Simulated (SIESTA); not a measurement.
A run of SIESTA 5.4.2 is set up as follows.

Contents of TaAs.fdf:

```
SystemName                      TaAs
SystemLabel                     TaAs
NumberOfSpecies                 2
NumberOfAtoms                   4
%block ChemicalSpeciesLabel
  1  73 Ta
  2  33 As
%endblock ChemicalSpeciesLabel

UseStructFile                   true

%block kgrid.MonkhorstPack
   11   0   0  0.0
    0  11   0  0.0
    0   0  11  0.0
%endblock kgrid.MonkhorstPack
XC.Functional                   GGA
XC.Authors                      PBE
PAO.BasisSize                   DZP
PAO.EnergyShift                 0.003 Ry
Mesh.Cutoff                     800 Ry
OccupationFunction              FD
ElectronicTemperature           0.05 eV
MaxSCFIterations                120
SCF.MustConverge                false
SCF.Mixer.Method                Pulay
SCF.Mixer.Weight                0.25
SCF.Mixer.History               8
SCF.DM.Tolerance                5.0e-05
SCF.H.Tolerance                 1.0e-03 eV
WriteForces                     true
Charge.Mulliken                 end
%block PAO.Basis
  Ta 5
  n=5 0 2
    3.138 0.000
  n=6 0 2
    7.733 0.000
  n=5 1 2
    3.782 0.000
  n=6 1 1
    7.733
  n=5 2 2
    7.181 0.000
  As 4
  n=4 0 2
    5.512 0.000
  n=4 1 2
    7.356 0.000
  n=3 2 2
    2.890 0.000
  n=4 2 1
    7.356
%endblock PAO.Basis
```

File TaAs.STRUCT_IN:

```
  -1.7218133622     1.7218133622     5.8679415361
   1.7218133622    -1.7218133622     5.8679415361
   1.7218133622     1.7218133622    -5.8679415361
4
1  73    0.4936280000     0.4864280000    -0.0155190000
1  73    0.2412130000     0.7492350000     0.4944120000
2  33    0.0873090000     0.0729900000    -0.0013210000
2  33    0.8254400000     0.3228480000     0.4874140000
```

Potentials or basis: PseudoDojo 0.4 standard (PBE files), DZP (energy shift 0.003 Ry; two zetas on semicore shells).

Launch:

```bash
$ siesta < TaAs.fdf > TaAs.out 2>&1
```

Question: What does it give for the pressure?

Answer: 4.5 GPa.

Question: What does it give for the largest force?

Answer: 0.552 eV/Å.

Forces on the atoms (eV/Å):
```
Ta   0.205  0.319  0.074
Ta  -0.542  0.095  0.048
As   0.049 -0.402 -0.103
As   0.288 -0.012 -0.019
```

Caveat: short orbitals over semicore shells can move pressures by several GPa; the basis of atomic orbitals isn't converged, which shifts pressures, moduli and gaps. The run has no spin-orbit coupling, so splittings on Ta are missing.
